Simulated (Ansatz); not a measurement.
**ClF2H3NOTa: molecular dynamics**

Purpose: to follow the molecule's vibrations and see whether its bonds hold. The start is relaxed first. Runs: 500 steps of 0.5 fs under a Langevin thermostat at 300 K.

Program: Ansatz 0.2.0. Level of theory: RHF/def2-SVP. These are calculated values, not measurements.

**1. The starting structure**

Bond lengths: Ta1–O2 2.020 Å, O2–H3 1.010 Å, Ta1–N4 2.160 Å, N4–H5 1.060 Å, N4–H6 1.060 Å, Ta1–F7 1.930 Å, Ta1–Cl8 2.470 Å, Ta1–F9 1.930 Å. Angles: Ta1–O2–H3 109.5°, O2–Ta1–N4 90.0°, O2–Ta1–F7 90.0°, O2–Ta1–Cl8 120.0°, O2–Ta1–F9 120.0°, N4–Ta1–F7 180.0°, N4–Ta1–Cl8 90.0°, N4–Ta1–F9 90.0°, F7–Ta1–Cl8 90.0°, F7–Ta1–F9 90.0°, Cl8–Ta1–F9 120.0°, Ta1–N4–H5 120.0°, Ta1–N4–H6 120.0°, H5–N4–H6 120.0°.

Structure file:

```xyz
9

Ta    0.0000    0.0000    0.0000
O     2.0200    0.0000    0.0000
H     2.3571   -0.5308    0.7903
N     0.0000    0.0000    2.1600
H    -0.2456   -0.8845    2.6900
H     0.2456    0.8845    2.6900
F     0.0000    0.0000   -1.9300
Cl   -1.2350    2.1390    0.0000
F    -0.9650   -1.6714    0.0000
```

**2. Relaxing the start**

input.yaml reads:

```yaml
crystal:
  periodic: [false, false, false]
  atoms:
    - { symbol: Ta, position_ang: [0.0, 0.0, 0.0] }
    - { symbol: O, position_ang: [2.02, 0.0, 0.0] }
    - { symbol: H, position_ang: [2.3571, -0.5308, 0.7903] }
    - { symbol: "N", position_ang: [0.0, 0.0, 2.16] }
    - { symbol: H, position_ang: [-0.2456, -0.8845, 2.69] }
    - { symbol: H, position_ang: [0.2456, 0.8845, 2.69] }
    - { symbol: F, position_ang: [0.0, 0.0, -1.93] }
    - { symbol: Cl, position_ang: [-1.235, 2.139, 0.0] }
    - { symbol: F, position_ang: [-0.965, -1.6714, 0.0] }
basis:
  gaussian: { orbitals: def2-SVP }
hamiltonian:
  xc: hf
relax:
  f_tol: 0.02
  max_steps: 40
output:
  orbitals: {}
```

Run with:

```console
$ ansatz run input.yaml --threads 2 --pin off --max-ram 3072MiB --backend cpu --events-out ev --progress --plain --runs-dir out
```

The runs that follow: The run.

**Question.** What will these runs give? Wanted: relaxation of the start; temperature, first and last step; temperature, second half; potential energy, second half; bonds formed or broken.

As calculated:

```
                        quantity                          value
         relaxation of the start       16 moves, 1.754 eV lower
                          length            500 steps of 0.5 fs
temperature, first and last step                  267 and 265 K
        temperature, second half  mean 293 K, from 166 to 416 K
   potential energy, second half    +23 meV/atom from the start
          bonds formed or broken                              0
```

**Reading.** Against a set 300 K the second half averages 293 K with a spread of 55 K. The bonding pattern survives the run. A run of 250 fs with 9 atoms shows the motion but fixes no equilibrium value. The nuclei move classically, without zero-point motion, which matters most for hydrogen.
